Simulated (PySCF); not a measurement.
# CH3BClNO (SMILES [H]/N=C\B(O)Cl): levels of theory compared

We compute a comparison of 5 runs (HF/STO-3G, B3LYP/3-21G, B3LYP/6-31G*, BP86/pcseg-1, PBE0/def2-SVP) of CH3BClNO. The job is set up through a Python script.

Program for the calculation: PySCF 2.14.0.

### Step 1. The molecule

The species is CH3BClNO (8 atoms), meant as a singlet with charge 0. SMILES: `[H]/N=C\B(O)Cl`. Geometry: relaxed at PBE0-D4/def2-TZVP. This is one conformer, not always the lowest.

Bond lengths: N1–C2 1.270 Å, C2–B3 1.571 Å, B3–O4 1.342 Å, B3–Cl5 1.771 Å, N1–H6 1.025 Å, C2–H7 1.096 Å, O4–H8 0.962 Å. Angles: N1–C2–B3 126.2°, C2–B3–O4 119.1°, C2–B3–Cl5 119.9°, O4–B3–Cl5 121.0°, N1–C2–H7 116.5°, B3–C2–H7 117.2°, C2–N1–H6 110.1°, B3–O4–H8 114.5°.

### Step 2. Energy and forces at HF/STO-3G (run 1)

input.py reads:

```python
# N=CB(O)Cl
import pyscf.grad
from pyscf import gto, scf

mol = gto.M(
    atom='''
N     -0.428500     1.745600     0.743700
C     -0.322700     0.482100     0.812400
B      0.172300    -0.471900    -0.334000
O      0.230100    -1.793200    -0.105500
Cl     0.644400     0.203500    -1.901500
H     -0.141000     2.072800    -0.183700
H     -0.604600     0.018200     1.764400
H      0.542100    -2.314100    -0.851700
''',
    verbose=4,
    basis='sto-3g',
    max_memory=1860,
    spin=0,
    charge=0,
)

mf = scf.RHF(mol)
mf.conv_tol = 1e-10
mf.kernel()
if not mf.converged:
    mf = mf.newton().run(mf.mo_coeff, mf.mo_occ)

etot = mf.e_tot
print(f'total energy: {etot:.8f} hartree')
grad = mf.Gradients().kernel()
mf.analyze()
```

Run with:

```
$ OMP_NUM_THREADS=1 python input.py
```

Output:

```text
PySCF version 2.14.0

[... 80 lines left out ...]
One-electron Energy =                -1270.313133294938780
[... 8 lines left out ...]
MO #4   energy= -11.0594612525391  occ= 2
[... 6 lines left out ...]
MO #11  energy= -1.16850854674792  occ= 2
[... 6 lines left out ...]
MO #18  energy= -0.511286675387932 occ= 2
[... 6 lines left out ...]
MO #25  energy= 0.388255392701966  occ= 0
[... 6 lines left out ...]
MO #32  energy= 1.01966131371112   occ= 0
[... 43 lines left out ...]
Dipole moment(X, Y, Z, Debye):  0.49553, -2.49747, -0.68638
```

Wall time 2 s (1 thread of Intel Xeon at 2.70GHz, shared host); peak memory 0.12 GiB.

### Step 3. Energy and forces at B3LYP/3-21G (run 2)

input.py reads:

```python
# N=CB(O)Cl
import pyscf.grad
from pyscf import gto, dft

mol = gto.M(
    atom='''
N     -0.428500     1.745600     0.743700
C     -0.322700     0.482100     0.812400
B      0.172300    -0.471900    -0.334000
O      0.230100    -1.793200    -0.105500
Cl     0.644400     0.203500    -1.901500
H     -0.141000     2.072800    -0.183700
H     -0.604600     0.018200     1.764400
H      0.542100    -2.314100    -0.851700
''',
    spin=0,
    max_memory=1860,
    charge=0,
    verbose=4,
    basis='3-21g',
)

ks = dft.RKS(mol, xc='b3lyp')
ks.grids.level = 5
ks.conv_tol = 1e-10
ks.kernel()
if not ks.converged:
    ks = ks.newton().run(ks.mo_coeff, ks.mo_occ)

e_final = ks.e_tot
print('Final energy', e_final)
grad = ks.Gradients().kernel()
ks.analyze()
```

Run with:

```
$ OMP_NUM_THREADS=1 python input.py
```

Output:

```text
PySCF version 2.14.0

[... 98 lines left out ...]
DFT Exchange-Correlation Energy =      -54.294926581250955
[... 12 lines left out ...]
MO #11  energy= -0.928409050135006 occ= 2
[... 10 lines left out ...]
MO #22  energy= -0.333655545949452 occ= 2
[... 10 lines left out ...]
MO #33  energy= 0.421313317780246  occ= 0
[... 10 lines left out ...]
MO #44  energy= 0.985025819294359  occ= 0
[... 10 lines left out ...]
MO #55  energy= 3.05046672313258   occ= 0
[... 66 lines left out ...]
Dipole moment(X, Y, Z, Debye):  0.72910, -2.62962, -1.32240
```

Run time: 21 s. Hardware: 1 thread of Intel Xeon at 2.70GHz, shared host; peak memory 0.56 GiB.

### Step 4. Energy and forces at B3LYP/6-31G(d) (Cartesian functions) (run 3)

mol.xyz reads:

```xyz
8

N     -0.428500     1.745600     0.743700
C     -0.322700     0.482100     0.812400
B      0.172300    -0.471900    -0.334000
O      0.230100    -1.793200    -0.105500
Cl     0.644400     0.203500    -1.901500
H     -0.141000     2.072800    -0.183700
H     -0.604600     0.018200     1.764400
H      0.542100    -2.314100    -0.851700
```

run.py reads:

```python
import pyscf.grad
from pyscf import gto, dft

mol = gto.M(
    atom='mol.xyz',
    verbose=4,
    max_memory=1860,
    charge=0,
    basis='6-31g*',
    cart=True,
)

mf = dft.RKS(mol)
mf.xc = 'b3lyp'
mf.conv_tol = 1e-10
mf.grids.level = 5
mf.kernel()
if not mf.converged:
    mf = mf.newton().run(mf.mo_coeff, mf.mo_occ)

e_tot = mf.e_tot
print('Final energy', e_tot)
grad = mf.Gradients().kernel()
mf.analyze()
```

Run with:

```
$ OMP_NUM_THREADS=1 python run.py
```

Output:

```text
PySCF version 2.14.0

[... 108 lines left out ...]
MO #5   energy= -9.47386732612437  occ= 2
[... 15 lines left out ...]
MO #21  energy= -0.336151529149227 occ= 2
[... 15 lines left out ...]
MO #37  energy= 0.480153619510902  occ= 0
[... 15 lines left out ...]
MO #53  energy= 0.96266805744025   occ= 0
[... 15 lines left out ...]
MO #69  energy= 1.86691645147264   occ= 0
[... 15 lines left out ...]
MO #85  energy= 4.30705919401356   occ= 0
[... 96 lines left out ...]
Dipole moment(X, Y, Z, Debye):  0.73407, -2.42642, -1.39830
```

Wall time 39 s (1 thread of Intel Xeon at 2.70GHz, shared host); peak memory 0.83 GiB.

Run 4 isn't shown in full; the table further down has it.

### Step 5. Energy and gradient at PBE0/def2-SVP (run 5)

run.py reads:

```python
from pyscf import gto, dft

mol = gto.M(
    atom='''
N   -0.428500   1.745600   0.743700
C   -0.322700   0.482100   0.812400
B    0.172300  -0.471900  -0.334000
O    0.230100  -1.793200  -0.105500
Cl   0.644400   0.203500  -1.901500
H   -0.141000   2.072800  -0.183700
H   -0.604600   0.018200   1.764400
H    0.542100  -2.314100  -0.851700
''',
    basis='def2-svp',
    charge=0,
    verbose=4,
    spin=0,
    max_memory=1860,
)

ks = dft.RKS(mol)
ks.xc = 'pbe0'
ks.conv_tol = 1e-10
ks.grids.level = 5
ks.kernel()
if not ks.converged:
    ks = ks.newton().run(ks.mo_coeff, ks.mo_occ)

etot = ks.e_tot
print('Final energy', etot)
grad = ks.nuc_grad_method().kernel()
ks.analyze()
```

Run with:

```
$ OMP_NUM_THREADS=1 python run.py
```

Output:

```text
PySCF version 2.14.0

[... 103 lines left out ...]
MO #4   energy= -10.2654071829744  occ= 2
[... 16 lines left out ...]
MO #21  energy= -0.347076234840439 occ= 2
[... 16 lines left out ...]
MO #38  energy= 0.562850165224997  occ= 0
[... 16 lines left out ...]
MO #55  energy= 1.04540189460929   occ= 0
[... 16 lines left out ...]
MO #72  energy= 1.84094968422653   occ= 0
[... 16 lines left out ...]
MO #89  energy= 3.71692606038887   occ= 0
[... 100 lines left out ...]
Dipole moment(X, Y, Z, Debye):  0.80572, -2.31866, -1.63777
```

Wall time 37 s (1 thread of Intel Xeon at 2.70GHz, shared host); peak memory 0.87 GiB.

### Step 6. The series

| run | level | integration grid | Cartesian functions | energy (Eh) | dipole moment (D) | HOMO energy (eV) | LUMO energy (eV) | wall time |
| --- | --- | --- | --- | --- | --- | --- | --- | --- |
| 1 | HF/STO-3G | – | no | -645.745517 | 2.64 | -9.45 | 5.35 | 2 s |
| 2 | B3LYP/3-21G | 5 | no | -651.723089 | 3.03 | -6.71 | -1.72 | 21 s |
| 3 | B3LYP/6-31G* (Cartesian functions) | 5 | yes | -655.005404 | 2.90 | -7.12 | -1.80 | 39 s |
| 4 | BP86/pcseg-1 | 5 | no | -655.006003 | 2.87 | -6.15 | -2.97 | 45 s |
| 5 | PBE0/def2-SVP | 5 | no | -654.351150 | 2.95 | -7.37 | -1.66 | 37 s |

### Step 7. Results

| quantity | value |
| --- | --- |
| run 5: total energy | -654.35115 Eh |
| run 5: dipole moment | 2.95 D |
| run 5: HOMO energy | -7.37 eV |
| run 5: LUMO energy | -1.66 eV |
| run 5: HOMO–LUMO gap | 5.71 eV |
| run 5: largest force on an atom | 0.415 eV/Å |

In words: The dipole moment (its size) runs from 2.64 D (HF/STO-3G) to 3.03 D (B3LYP/3-21G). The two ends differ in method and basis. The HOMO–LUMO gap runs from 3.18 eV (BP86/pcseg-1) to 14.80 eV (HF/STO-3G). Totals of different functionals can't be ranked against each other. In run 1 the basis is minimal, so the values are rough. All runs together took 2.4 min, the longest 45 s.
